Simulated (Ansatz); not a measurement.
**C₃H₆AlBr: a ladder of functionals and wavefunction methods**

The task here is to estimate one member of a computed series from the others.

Computed with Ansatz 0.2.0, Gaussian basis. Level: functionals in def2-TZVPP, the program's frozen cores in correlated methods.

Plan: PBE-D4, r2SCAN-D4, PBE0-D4, B3LYP-D4, ωB97X-V, ωB97M-V, B2PLYP; CCSD(T)/def2-TZVPP; MP2/def2-QZVPP; extrapolation to the limit.

## The relaxed structure

An earlier PBE0-D4 in a triple-zeta def2 set relaxation fixed the geometry.

11 atoms, charge 0, spin multiplicity 1.

Atoms are counted from 1 here; the program's logs count them from 0.

Bond lengths: Br1–C2 2.059 Å, Br1–Al5 2.580 Å, C2–C3 1.523 Å, C2–Al5 1.958 Å, C2–H6 1.084 Å, C3–C4 1.554 Å, C3–H7 1.095 Å, C3–H8 1.098 Å, C4–Al5 1.973 Å, C4–H9 1.091 Å, C4–H10 1.091 Å, Al5–H11 1.582 Å. Angles: C2–Br1–Al5 48.3°, Br1–C2–C3 106.4°, Br1–C2–Al5 79.9°, Br1–C2–H6 104.5°, C3–C2–Al5 88.7°, C3–C2–H6 119.8°, Al5–C2–H6 147.2°, C2–C3–C4 106.0°, C2–C3–H7 114.5°, C2–C3–H8 104.9°, C4–C3–H7 114.2°, C4–C3–H8 109.8°, H7–C3–H8 107.1°, C3–C4–Al5 87.3°, C3–C4–H9 113.1°, C3–C4–H10 112.5°, Al5–C4–H9 115.7°, Al5–C4–H10 119.4° and more.

Set-up of the first run:

Input file in.yaml:

```yaml
crystal:
  periodic: [false, false, false]
  atoms:
    - {symbol: Br, position_ang: [-0.691735, -0.129549, -2.251646]}
    - {symbol: C, position_ang: [-0.922323, 0.697880, -0.380529]}
    - {symbol: C, position_ang: [0.477306, 0.840504, 0.203458]}
    - {symbol: C, position_ang: [0.943917, -0.599927, 0.554630]}
    - {symbol: Al, position_ang: [-0.876134, -1.202399, 0.087685]}
    - {symbol: H, position_ang: [-1.529520, 1.580612, -0.547851]}
    - {symbol: H, position_ang: [1.177931, 1.397512, -0.427414]}
    - {symbol: H, position_ang: [0.340768, 1.422002, 1.124497]}
    - {symbol: H, position_ang: [1.743480, -0.960807, -0.094128]}
    - {symbol: H, position_ang: [1.289554, -0.687174, 1.585493]}
    - {symbol: H, position_ang: [-1.887745, -2.415655, 0.166306]}
basis:
  gaussian: {orbitals: def2-TZVPP}
hamiltonian: {xc: pbe, dispersion: d4}
output: {forces: true, orbitals: {seedname: orbitals}}
```

On the command line:

```sh
$ ansatz run in.yaml --threads 4 --pin off --events-out ev --progress --plain --max-ram 10444MiB
```

Steps of the session up to this table: PBE-D4 (GGA); r2SCAN-D4 (meta-GGA); PBE0-D4 (hybrid); B3LYP-D4 (hybrid); ωB97X-V (range-separated); ωB97M-V (range-separated); B2PLYP (double hybrid); CCSD(T) in def2-TZVPP; MP2 in def2-QZVPP.

One table of the session follows, with a row left open; its other results are not shown here.

```
            method  atomisation energy (eV)
            PBE-D4                   41.612
         r2SCAN-D4                   41.025
           PBE0-D4                   41.079
          B3LYP-D4                   40.544
           ωB97X-V                        ?
           ωB97M-V                   40.829
            B2PLYP                   40.171
     HF/def2-TZVPP                   29.900
    MP2/def2-TZVPP                   40.459
   CCSD/def2-TZVPP                   39.099
CCSD(T)/def2-TZVPP                   39.765
           MP2/CBS                   41.483
       CCSD(T)/CBS                   40.790
```

**Question.** Estimate the row for ωB97X-V.

The run gave: atomisation energy (eV): 40.811. In the column «atomisation energy (eV)» it lies between CCSD(T)/CBS (40.790) and ωB97M-V (40.829).
